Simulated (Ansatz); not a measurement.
**MoSe (NiAs type): other levels of theory at one geometry**

The task here is to estimate one member of a computed series from the others.

Computed with Ansatz 0.2.0 (DFT at several levels, plane waves, PAW, unless a step's input says otherwise).

2 further runs of the same task are left out: 2 that didn't finish. Runs told in other sessions of the task aren't counted.

### The starting structure

Symmetry: P6_3/mmc, No. 194, hexagonal system. The conventional cell has a = 4.073 Å, b = 4.073 Å, c = 5.099 Å, α = 90.00°, β = 90.00°, γ = 120.00°. Mo (site symmetry -3m) is surrounded by 2 Mo at 2.55 Å and 6 Se at 2.67 Å. Se (site symmetry -6m2) has 6 Mo at 2.67 Å in its first shell of neighbours.

Coordinates:

```xyz
4
Lattice="4.0731 0.0000 0.0000 -2.0365 3.5274 0.0000 0.0000 0.0000 5.0985" Properties=species:S:1:pos:R:3 pbc="T T T"
Mo    0.0000    0.0000    0.0000
Mo    0.0000    0.0000    2.5493
Se    0.0000    2.3516    1.2746
Se    2.0365    1.1758    3.8239
```

This cell comes from an earlier session at PBE: 18.313 Å³/atom at 0.00 GPa, on a 10×10×6 mesh, a metal on this mesh, no moment left.

Levels to run: PBE+SOC, moments along [001]; r²SCAN; PBEsol; LDA. Hardware: 2 threads of Arm Neoverse V2, shared host.

The first run:

input.yaml

```yaml
crystal:
  lattice:
    - [4.0730809121, 0.0, 0.0]
    - [-2.0365404561, 3.5273915416, 0.0]
    - [0.0, 0.0, 5.0985318699]
  atoms:
    - { symbol: Mo, position: [0.0, 0.0, 0.0], spin: 3.0, spin_axis: [0.0, 0.0, 1.0] }
    - { symbol: Mo, position: [0.0, 0.0, 0.5], spin: 3.0, spin_axis: [0.0, 0.0, 1.0] }
    - { symbol: Se, position: [0.3333333333, 0.6666666667, 0.25] }
    - { symbol: Se, position: [0.6666666667, 0.3333333333, 0.75] }
basis:
  ecutwfc: 420
  ecutrho_ratio: 4
kpoints:
  mp_grid: { grid: [10, 10, 6] }
hamiltonian:
  xc: pbe
scf:
  occupations: { method: gaussian, width: 0.05 }
output:
  forces: true
  stress: true
  eigenvalues: true
  populations: true
  dos: { projected: true, de: 0.02 }
  write_density: true
  write_potential: true
  elf: true
  volumetric_format: npy
magnetization:
  noncollinear: true
  spin_orbit: true
```

The run is started by

```bash
> ansatz run input.yaml --threads 2 --pin off --max-ram 2662MiB --backend cpu --events-out ev --progress --plain --runs-dir out
```

Among the steps run: PBE+SOC, moments along [001]; r²SCAN; PBEsol; LDA.

One of the session's tables, all rows but one given; the rest of the session is left out.

```
                       level  pressure (GPa)
                         PBE             0.0
                         LDA            -8.7
                      PBEsol            -5.8
PBE+SOC, moments along [001]               ?
                      r²SCAN            -1.3
```

Q: Estimate the row for PBE+SOC, moments along [001] from the others.

The run gave: pressure (GPa): 0.1. In the column «pressure (GPa)» it is the highest.

Total energies of different levels have different zeros and can't be compared.

Caveats from the session: Warnings in the runs' records: seeded moment not kept, stress scf threshold loose, stability check not made.
